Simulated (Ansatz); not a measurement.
# Ti: energy and pressure over a range of volumes

One table from this session's results is given with a row withheld; the runs are named, their logs left out.

Computed with Ansatz 0.2.0 (DFT LDA, scalar-relativistic, unless a step's input says otherwise).

## Starting point

It takes space group Fm-3m (No. 225, cubic). The conventional cell has a = 4.060 Å, b = 4.060 Å, c = 4.060 Å, α = 90.00°, β = 90.00°, γ = 90.00°. Ti (site symmetry m-3m) is surrounded by 12 Ti at 2.87 Å.

Coordinates:

```
CELL_PARAMETERS angstrom
0.00000 2.03000 2.03000
2.03000 0.00000 2.03000
2.03000 2.03000 0.00000
ATOMIC_POSITIONS crystal
Ti 0.00000 0.00000 0.00000
```

Set-up of the first run:

The input, input.yaml:

```yaml
crystal:
  lattice:
    - [0.0, 2.0025642044, 2.0025642044]
    - [2.0025642044, 0.0, 2.0025642044]
    - [2.0025642044, 2.0025642044, 0.0]
  atoms:
    - { symbol: Ti, position: [0.0, 0.0, 0.0] }
kpoints:
  mp_grid: { grid: [14, 14, 14] }
  band_path:
    path:
      - [0.0, 0.0, 0.0]
      - [0.5, 0.0, 0.5]
      - [0.625, 0.25, 0.625]
      - [0.375, 0.375, 0.75]
      - [0.0, 0.0, 0.0]
      - [0.5, 0.5, 0.5]
      - [0.5, 0.25, 0.75]
      - [0.5, 0.0, 0.5]
    npoints: 5
scf:
  occupations: { method: fermi_dirac, width: 0.05 }
hamiltonian:
  xc: lda
  pseudopotentials: { kind: all_electron, lapw: { basis_error: 0.00025 } }
output:
  forces: true
  stress: true
  eigenvalues: true
```

Launch:

```
ansatz run input.yaml --threads 1 --pin off --max-ram 3072MiB --backend cpu --events-out ev --progress --plain --runs-dir out
```

Among the steps run: Volume × 0.96, LAPW; Volume × 0.96, PAW; Volume × 0.96, crystal datasets; Volume × 0.99, LAPW; Volume × 0.99, PAW; Volume × 0.99, crystal datasets; Volume × 1.02, LAPW; Volume × 1.02, PAW; Volume × 1.02, crystal datasets; Volume × 1.06, LAPW; Volume × 1.06, PAW; Volume × 1.06, crystal datasets.

One table of the session follows, with a row left open; its other results are not shown here.

| method | volume (Å³/atom) | pressure (GPa) |
| --- | --- | --- |
| LAPW | 16.062 | -0.28 |
| LAPW | 16.564 | -3.80 |
| LAPW | 17.065 | -6.87 |
| LAPW | 17.735 | -10.36 |
| PAW | 16.062 | ? |
| PAW | 16.564 | -3.81 |
| PAW | 17.065 | -6.88 |
| PAW | 17.735 | -10.36 |
| crystal datasets | 16.062 | -0.28 |
| crystal datasets | 16.564 | -3.80 |
| crystal datasets | 17.065 | -6.87 |
| crystal datasets | 17.735 | -10.36 |

**Question.** Estimate the row for PAW, 16.062.

As computed: pressure (GPa): -0.29. In the column «pressure (GPa)» it lies between crystal datasets, 16.564 (-3.80) and LAPW, 16.062 (-0.28).

Limits of these values: Warnings in the runs' records: crystal datasets made.
